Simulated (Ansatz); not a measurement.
**Si₄: a ladder of functionals and wavefunction methods**

The task here is to estimate one member of a computed series from the others.

Method: functionals in def2-TZVPP, the program's frozen cores in correlated methods; program: Ansatz 0.2.0, Gaussian basis.

Levels to be run: LDA (SPW92), PBE-D4, revPBE-D4, BLYP-D4, r2SCAN-D4, B97M-V, PBE0-D4, B3LYP-D4, r2SCANh-D4, r2SCAN0-D4, HSE06-D4, BHLYP-D4, CAM-B3LYP-D4, LC-ωPBE, ωB97X-V, ωB97M-V, B2PLYP, PBE-QIDH; CCSD(T)/def2-SVP; CCSD(T)/def2-TZVPP; CCSD(T)/def2-QZVPP; extrapolation to the limit; RPA on PBE.

## The relaxed structure

An earlier PBE0-D4 in a triple-zeta def2 set relaxation fixed the geometry.

4 atoms, charge 0, spin multiplicity 1.

Atoms are counted from 1 here; the program's logs count them from 0.

Bond lengths: Si1–Si2 2.306 Å, Si1–Si4 2.306 Å, Si2–Si3 2.306 Å, Si3–Si4 2.306 Å. Angles: Si2–Si1–Si4 62.5°, Si1–Si2–Si3 117.5°, Si2–Si3–Si4 62.5°, Si1–Si4–Si3 117.5°.

The first run:

Contents of in.yaml:

```yaml
crystal:
  periodic: [false, false, false]
  atoms:
    - {symbol: Si, position_ang: [1.067466, -0.501881, 1.579597]}
    - {symbol: Si, position_ang: [-0.860313, 0.422166, 0.715518]}
    - {symbol: Si, position_ang: [-1.066093, 0.504722, -1.579622]}
    - {symbol: Si, position_ang: [0.858939, -0.424998, -0.715494]}
basis:
  gaussian: {orbitals: def2-TZVPP}
hamiltonian: {xc: lda}
output: {orbitals: {seedname: orbitals}}
```

Launch:

```console
> ansatz run in.yaml --threads 4 --pin off --events-out ev --progress --plain --max-ram 10444MiB
```

Steps of the session up to this table: LDA; PBE-D4 (GGA); revPBE-D4 (GGA); BLYP-D4 (GGA); r2SCAN-D4 (meta-GGA); B97M-V (meta-GGA); B3LYP-D4 (hybrid); r2SCANh-D4 (hybrid); r2SCAN0-D4 (hybrid); HSE06-D4 (hybrid); BHLYP-D4 (hybrid); CAM-B3LYP-D4 (range-separated); LC-ωPBE (range-separated); ωB97X-V (range-separated); ωB97M-V (range-separated); B2PLYP (double hybrid); PBE-QIDH (double hybrid).

One of the session's tables, all rows but one given; the rest of the session is left out.

It belongs to the step «Orbital energies across the functionals». 

| functional | HOMO (eV) | LUMO (eV) | gap (eV) |
| --- | --- | --- | --- |
| LDA (SPW92) | -5.55 | -4.53 | 1.01 |
| PBE-D4 | ? | ? | ? |
| revPBE-D4 | -5.43 | -4.34 | 1.09 |
| BLYP-D4 | -5.25 | -4.12 | 1.13 |
| r2SCAN-D4 | -5.64 | -4.41 | 1.23 |
| B97M-V | -5.69 | -4.21 | 1.48 |
| PBE0-D4 | -6.37 | -3.72 | 2.65 |
| B3LYP-D4 | -6.15 | -3.75 | 2.39 |
| r2SCANh-D4 | -5.97 | -4.15 | 1.83 |
| r2SCAN0-D4 | -6.47 | -3.75 | 2.72 |
| HSE06-D4 | -6.00 | -4.08 | 1.91 |
| BHLYP-D4 | -7.12 | -2.80 | 4.33 |
| CAM-B3LYP-D4 | -7.45 | -2.64 | 4.82 |
| LC-ωPBE | -8.73 | -1.86 | 6.86 |
| ωB97X-V | -8.40 | -1.84 | 6.56 |
| ωB97M-V | -8.13 | -1.86 | 6.27 |

Q: Estimate the row for PBE-D4 from the others.

The run gave: HOMO (eV): -5.46; LUMO (eV): -4.39; gap (eV): 1.07. In the column «HOMO (eV)» it lies between LDA (SPW92) (-5.55) and revPBE-D4 (-5.43).
